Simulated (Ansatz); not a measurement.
# Ca (Calcium): the cost of one run

Program: Ansatz 0.2.0. Level of theory: DFT PBE, scalar-relativistic, plane waves, PAW. These are calculated values, not measurements.

1 further run of the same task is left out (set aside as unsound or not needed).

## Step 1: The starting structure

It takes space group Fm-3m (No. 225, cubic). Conventional cell: a = 5.525 Å, b = 5.525 Å, c = 5.525 Å, α = 90.00°, β = 90.00°, γ = 90.00°. Ca (site symmetry m-3m) is surrounded by 12 Ca at 3.91 Å.

As a file:

```
Ca
1.0
     0.00000    2.76240    2.76240
     2.76240    0.00000    2.76240
     2.76240    2.76240    0.00000
Ca
1
Direct
  0.00000 0.00000 0.00000
```

This cell was relaxed beforehand with the same method: volume 42.16 Å³/atom, gap on the mesh none (metal).

Bulk energy on matching settings, from an earlier run: -1816.8586 eV/atom.

## Step 2: Cutting the (100) slab

Miller indices refer to the conventional cell of the relaxed bulk, Fm-3m (No. 225): a = 5.525 Å, b = 5.525 Å, c = 5.525 Å, α = 90.00°, β = 90.00°, γ = 90.00°.

The slab is a (100) slab, 11.0 Å thick as cut, with 15 Å of vacuum; its outer planes are Ca (top) and Ca (bottom).

The slab as cut. Its planes from the bottom up:

```
plane  atoms per cell  height over the lowest (Å)
    1              Ca                        0.00
    2              Ca                        2.76
    3              Ca                        5.52
    4              Ca                        8.29
    5              Ca                       11.05
```

## Step 3: Single point on the unrelaxed (100) slab

A dipole layer in the vacuum cancels the field that periodic copies would set up if the slab's two faces differ.

Contents of input.yaml:

```yaml
crystal:
  lattice:
    - [3.9066182645, 0.0, 0.0]
    - [0.0, 3.9066182645, 0.0]
    - [0.0, 0.0, 26.0495850652]
  atoms:
    - { symbol: Ca, position: [0.5, 0.5, 0.2879124555] }
    - { symbol: Ca, position: [0.0, 0.0, 0.3939562277] }
    - { symbol: Ca, position: [0.5, 0.5, 0.5] }
    - { symbol: Ca, position: [0.0, 0.0, 0.6060437723] }
    - { symbol: Ca, position: [0.5, 0.5, 0.7120875445] }
basis:
  ecutwfc: 420
kpoints:
  mp_grid: { grid: [9, 9, 1] }
hamiltonian:
  xc: pbe
scf:
  occupations: { method: gaussian, width: 0.1 }
output:
  forces: true
  stress: true
  eigenvalues: true
  write_density: true
  write_potential: true
  elf: true
  volumetric_format: npy
efield:
  axis: 3
  dipole_correction: true
```

Command:

```sh
ansatz run input.yaml --threads 1 --pin off --max-ram 2560MiB --backend cpu --events-out ev --progress --plain --runs-dir out
```

**Question.** How long does this run take on 1 thread of Arm Neoverse N1, shared host, and how much memory does it need?

About 44 s, with a peak of 0.48 GiB.
